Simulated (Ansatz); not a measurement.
# Si: a single-point run

Wanted: a converged single-point run for Si, and a check of what comes out. The structure is shown as the input types it.

Computed with Ansatz 0.2.0 (density functional or hybrid calculation with the settings of its input, plane waves, unless a step's input says otherwise).

2 further runs of the same task are left out: 2 that didn't finish.

### Step 1. The structure to begin with

Symmetry: Fd-3m, No. 227, cubic system. Conventional cell: a = 5.444 Å, b = 5.444 Å, c = 5.444 Å, α = 90.00°, β = 90.00°, γ = 90.00°. Si (site symmetry -43m) is surrounded by 4 Si at 2.36 Å.

Coordinates:

```cif
data_structure
_symmetry_space_group_name_H-M 'P 1'
_symmetry_Int_Tables_number 1
_cell_length_a 3.8497
_cell_length_b 3.8497
_cell_length_c 3.8497
_cell_angle_alpha 60.000
_cell_angle_beta 60.000
_cell_angle_gamma 60.000
_cell_volume 40.34
loop_
_atom_site_label
_atom_site_type_symbol
_atom_site_fract_x
_atom_site_fract_y
_atom_site_fract_z
_atom_site_occupancy
Si1 Si 0.25000 0.25000 0.25000 1
Si2 Si 0.00000 0.00000 0.00000 1
```

### Step 2. The run

Contents of input.yaml:

```yaml
crystal:
  lattice:
    - [0.0, 2.7221197381, 2.7221197381]
    - [2.7221197381, 0.0, 2.7221197381]
    - [2.7221197381, 2.7221197381, 0.0]
  atoms:
    - { symbol: Si, position: [0.25, 0.25, 0.25] }
    - { symbol: Si, position: [0.0, 0.0, 0.0] }
kpoints:
  mp_grid: { grid: [4, 4, 4] }
hamiltonian:
  xc: { exchange: pbe, correlation: pbe, exx: { coeff: -0.2 } }
scf:
  occupations: { method: fixed }
  n_extra_bands: 4
output:
  forces: true
  stress: true
  eigenvalues: true
```

On the command line:

```sh
> ansatz run input.yaml --threads 4 --pin off --max-ram 5529MiB --backend cpu --events-out ev --progress --plain --runs-dir out
```

**Question.** How will this run end, and is anything wrong with its input?

The program refused the input before any cycle. Its message: «invalid value for `hamiltonian.xc.exx.coeff`: must be finite and in (0, 1]; got -0.2»

In the input, hamiltonian.xc.exx.coeff is -0.2. The program checks this value's range before starting, and it fails the check.

What to do: set hamiltonian.xc.exx.coeff to 0.15.
